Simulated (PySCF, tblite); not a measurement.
**C8H12BN: geometry, infrared bands and NMR shifts**

What infrared bands and NMR shifts should C8H12BN (`CC#CCC#[N+][BH2-]C1CC1`) show?

Computed with tblite 0.8.0 and PySCF 2.14.0, with density-fitted response routines of our own, on a single molecule in the gas phase. Atoms count from 0, in the outputs and in this text.

**1. The starting structure**

22 atoms, charge 0, multiplicity 1; geometry from: force field or distance geometry start.

Bonds of the start (Å): C0–C1 1.49, C1–C2 1.20, C2–C3 1.48, C3–C4 1.46, C4–N5 1.17, N5–B6 1.48, B6–C7 1.57, C7–C8 1.52, C8–C9 1.51, C9–C7 1.51, C0–H10 1.11, C0–H11 1.11, C0–H12 1.10, C3–H13 1.12, C3–H14 1.11, B6–H15 1.22, B6–H16 1.20, C7–H17 1.13, C8–H18 1.10, C8–H19 1.12, C9–H20 1.12, C9–H21 1.10.

**2. Optimising the geometry with GFN2-xTB**

The job: settings as JSON, then the geometry in Å.

```
{"job": {"kind": "relax", "xc": "GFN2-xTB", "basis": "xTB"}, "charge": 0, "multiplicity": 1}
C      5.080800    -0.495000     0.527800
C      3.762500     0.158600     0.303800
C      2.696000     0.687300     0.117600
C      1.400200     1.360200    -0.122900
C      0.336300     0.367900    -0.199000
N     -0.534900    -0.414100    -0.293500
B     -1.624400    -1.404400    -0.420200
C     -2.980100    -0.730200     0.007100
C     -3.573600     0.348900    -0.875700
C     -3.041200     0.692700     0.500100
H      4.898900    -1.572600     0.723900
H      5.555700    -0.076100     1.436800
H      5.720000    -0.381300    -0.358600
H      1.248600     2.016200     0.774100
H      1.434700     2.037400    -1.002100
H     -1.455700    -2.327800     0.356100
H     -1.691600    -1.830600    -1.539900
H     -3.730100    -1.425100     0.483100
H     -2.996000     0.747600    -1.719500
H     -4.680700     0.246200    -1.013800
H     -3.782400     0.844600     1.327600
H     -2.053500     1.168900     0.585600
```

The run is started by

```console
$ OMP_NUM_THREADS=1 python probes_run.py task.json out
```

The driver reads the jobs from task.json and runs them one after another.

**Question.** This job is followed by: GFN2-xTB harmonic vibrations, gas phase; GIAO PBE0/pcSseg-1 NMR shielding, non-relativistic, gas phase. What will the session give for the following? strongest single infrared mode (GFN2-xTB); zero-point energy (GFN2-xTB); 13C shifts against TMS (PBE0/pcSseg-1, means over atoms taken as alike); 1H shifts against TMS (PBE0/pcSseg-1, means over atoms taken as alike); 15N shifts against NH3 (PBE0/pcSseg-1); 11B shifts against BF3·OEt2 (PBE0/pcSseg-1).

The runs gave:

| quantity | value |
| --- | --- |
| strongest single infrared mode (GFN2-xTB) | 2426 cm⁻¹, 230 km/mol |
| zero-point energy (GFN2-xTB) | 110.1 kcal/mol |
| 13C shifts against TMS (PBE0/pcSseg-1, means over atoms taken as alike) | 113.5, 91.3, 69.7, 10.8, 4.4, 1.8, 0.9 ppm |
| 1H shifts against TMS (PBE0/pcSseg-1, means over atoms taken as alike) | 3.61, 2.27, 2.09, 0.30, 0.09, -0.52 ppm |
| 15N shifts against NH3 (PBE0/pcSseg-1) | 233.9 ppm |
| 11B shifts against BF3·OEt2 (PBE0/pcSseg-1) | -35.0 ppm |

Relaxing lowered the energy by 0.546 eV in 123 steps; the close pair that moved most is B6–C7, from 1.573 to 1.626 Å. All 60 modes are real, so the xTB geometry is a minimum. The strongest single mode, at 2426 cm⁻¹, moves mainly H16 and H15. Unscaled tight-binding wavenumbers are off by several per cent, some by more. Its intensities can rank the bands wrongly. At PBE0/pcSseg-1: The widest tensor belongs to N5: span 430 ppm, with a paramagnetic part of -297 ppm.
